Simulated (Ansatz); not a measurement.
Wanted: the native input for an Ansatz 0.2.0 run.

| Item | Value |
| --- | --- |
| Task | relaxation of cell and atoms |
| Functional | PBE |
| Dispersion | D3(BJ)-ATM |
| Potentials or basis | Ansatz PAW |
| Cutoff | 420 eV (not typed: the program's choice for these potentials) |
| k mesh | 3 × 3 × 3 |
| Occupations | fermi-dirac, width 0.05 eV |
| Spin | collinear spin, ferromagnetic start |
| Starting moments | [0.0, 0.0, 2.0, 2.0, 2.0, 0.0, 0.0, 0.0, 0.0, 0.0, 0.0, 0.0, 0.0, 0.0, 0.0, 0.0, 0.0, 0.0, 0.0, 0.0, 0.0, 0.0] μB |

The system is Ba2Tl5V3O12.

```
Ba V Tl O
1.0
     4.23698    2.44622    6.12840
    -4.23698    2.44622    6.12840
     0.00000   -4.89244    6.12840
Ba V Tl O
2 3 5 12
Direct
  0.50000 0.50000 0.50000
  0.00000 0.00000 0.00000
  0.50000 0.50000 0.00000
  0.00000 0.50000 0.50000
  0.50000 0.00000 0.50000
  0.00000 0.00000 0.50000
  0.50000 0.00000 0.00000
  0.00000 0.50000 0.00000
  0.74045 0.74045 0.74045
  0.25955 0.25955 0.25955
  0.71652 0.08089 0.41242
  0.41242 0.71652 0.08089
  0.08089 0.41242 0.71652
  0.58757 0.91911 0.28348
  0.91911 0.28348 0.58757
  0.28348 0.58757 0.91911
  0.28348 0.91911 0.58757
  0.58757 0.28348 0.91911
  0.91911 0.58757 0.28348
  0.41242 0.08089 0.71652
  0.08089 0.71652 0.41242
  0.71652 0.41242 0.08089
```

The cell was built by a generator and needn't be a form met in nature.

One way to write it, as run:

input.yaml

```yaml
crystal:
  lattice:
    - [4.23698, 2.44622, 6.1284]
    - [-4.23698, 2.44622, 6.1284]
    - [0.0, -4.89244, 6.1284]
  atoms:
    - { symbol: Ba, position: [0.5, 0.5, 0.5] }
    - { symbol: Ba, position: [0.0, 0.0, 0.0] }
    - { symbol: V, position: [0.5, 0.5, 0.0], spin: 2.0 }
    - { symbol: V, position: [0.0, 0.5, 0.5], spin: 2.0 }
    - { symbol: V, position: [0.5, 0.0, 0.5], spin: 2.0 }
    - { symbol: Tl, position: [0.0, 0.0, 0.5] }
    - { symbol: Tl, position: [0.5, 0.0, 0.0] }
    - { symbol: Tl, position: [0.0, 0.5, 0.0] }
    - { symbol: Tl, position: [0.74045, 0.74045, 0.74045] }
    - { symbol: Tl, position: [0.25955, 0.25955, 0.25955] }
    - { symbol: O, position: [0.71652, 0.08089, 0.41242] }
    - { symbol: O, position: [0.41242, 0.71652, 0.08089] }
    - { symbol: O, position: [0.08089, 0.41242, 0.71652] }
    - { symbol: O, position: [0.58757, 0.91911, 0.28348] }
    - { symbol: O, position: [0.91911, 0.28348, 0.58757] }
    - { symbol: O, position: [0.28348, 0.58757, 0.91911] }
    - { symbol: O, position: [0.28348, 0.91911, 0.58757] }
    - { symbol: O, position: [0.58757, 0.28348, 0.91911] }
    - { symbol: O, position: [0.91911, 0.58757, 0.28348] }
    - { symbol: O, position: [0.41242, 0.08089, 0.71652] }
    - { symbol: O, position: [0.08089, 0.71652, 0.41242] }
    - { symbol: O, position: [0.71652, 0.41242, 0.08089] }
hamiltonian:
  xc: pbe
  pseudopotentials: { kind: paw }
  dispersion: d3bjatm
magnetization:
  spin_polarized: true
kpoints:
  mp_grid: { grid: [3, 3, 3] }
scf:
  occupations: { method: fermi_dirac, width: 0.05 }
output:
  forces: true
  stress: true
  eigenvalues: true
relax:
  f_tol: 0.01
  max_steps: 40
  cell: { stress_tol: 0.05 }
```

Potentials or basis: Ansatz PAW.

Command:

```bash
$ ansatz run input.yaml --threads 8 --pin off --max-ram 20480MiB --backend cpu --events-out ev --progress --plain --runs-dir out
```

It gave:

The relaxed volume is 16.76 Å³/atom. The relaxed cell is a = 7.766 Å, b = 7.766 Å, c = 7.766 Å, α = 65.19°, β = 65.19°, γ = 65.19°. The space group after relaxing (to 0.05 Å) is R-3m (No. 166), the energy gained by relaxing is 3.1 meV/atom and the ionic steps are 8. The pressure after relaxing is 0.0 GPa. The band gap on the k mesh is none (metal or under the smearing width), the net moment is 1.14 μB per cell and the absolute moment is 1.58 μB per cell. The site moments are Ba +0.00, -0.00; V +0.24; Tl +0.00, +0.02; O -0.01 μB.

Caveat: the plane-wave basis is chosen anew once the cell has moved, so the energies of steps on either side of that aren't comparable; the pressure holds a Pulay correction of +0.4 GPa for the finite cutoff; semilocal functionals often make such compounds metallic where correlation or magnetic order opens a gap, which also shifts bond lengths; pairwise dispersion overbinds metals, which lowers pressure and volume.

Run time: 79 s on 8 threads of Intel(R) Xeon(R) Platinum 8375C CPU @ 2.90GHz (Ice Lake) (shared host), peak memory 2.2 GiB.
